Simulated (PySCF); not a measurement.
# C3H7FSSi: electronic excitations

Wanted: the electronic excitations of C3H7FSSi (`C[SiH2]S/C=C/F`), by calculation.

Computed with PySCF 2.14.0, with density-fitted response routines of our own, on a single molecule in the gas phase. Atoms count from 0, in the outputs and in this text.

**1. The molecule as given**

13 atoms, charge 0, multiplicity 1; geometry from: GFN2-xTB.

Bonds of the start (Å): C0–Si1 1.89, Si1–S2 2.17, S2–C3 1.75, C3–C4 1.32, C4–F5 1.35, C0–H6 1.09, C0–H7 1.09, C0–H8 1.09, Si1–H9 1.46, Si1–H10 1.46, C3–H11 1.08, C4–H12 1.08.

**2. Excited states and response: wB97X-D/def2-SVPD**

Job settings and geometry (Å):

```
{"job": {"kind": "uv", "xc": "wB97X-D", "basis": "def2-SVPD", "nstates": 8, "ntriplets": 3}, "charge": 0, "multiplicity": 1}
C      2.710310    -0.210857    -0.258697
Si     1.082988    -0.063821     0.684222
S     -0.469704     0.007633    -0.834191
C     -1.879098     0.141299     0.190340
C     -3.099418     0.217972    -0.314997
F     -4.175058     0.319205     0.488312
H      2.730227    -1.107445    -0.872356
H      2.862116     0.640441    -0.916801
H      3.548258    -0.256666     0.429293
H      0.788094    -1.224847     1.523211
H      0.965756     1.172699     1.456401
H     -1.713513     0.158167     1.255240
H     -3.355345     0.206707    -1.362072
```

Method: TDDFT wB97X-D/def2-SVPD, vertical, gas phase, core orbitals frozen in the response.

Launch:

```bash
OMP_NUM_THREADS=1 python probes_run.py task.json out
```

The driver reads the jobs from task.json and runs them one after another.

Predict these results of the whole session: lowest singlet (wB97X-D/def2-SVPD); brightest single state of those computed; lowest triplet.

As calculated:

```
                                quantity                        value
      lowest singlet (wB97X-D/def2-SVPD)  5.29 eV (234 nm), f = 0.001
brightest single state of those computed  state 2, 5.84 eV, f = 0.270
                          lowest triplet                      3.91 eV
```

The lowest singlet, at 5.29 eV, is HOMO→LUMO 0.78 and is weak; of the 8 states computed, the strongest absorption comes from state 2 at 5.84 eV. The lowest triplet lies 1.38 eV below the lowest singlet (triplets in Tamm-Dancoff, singlets in full TDDFT).
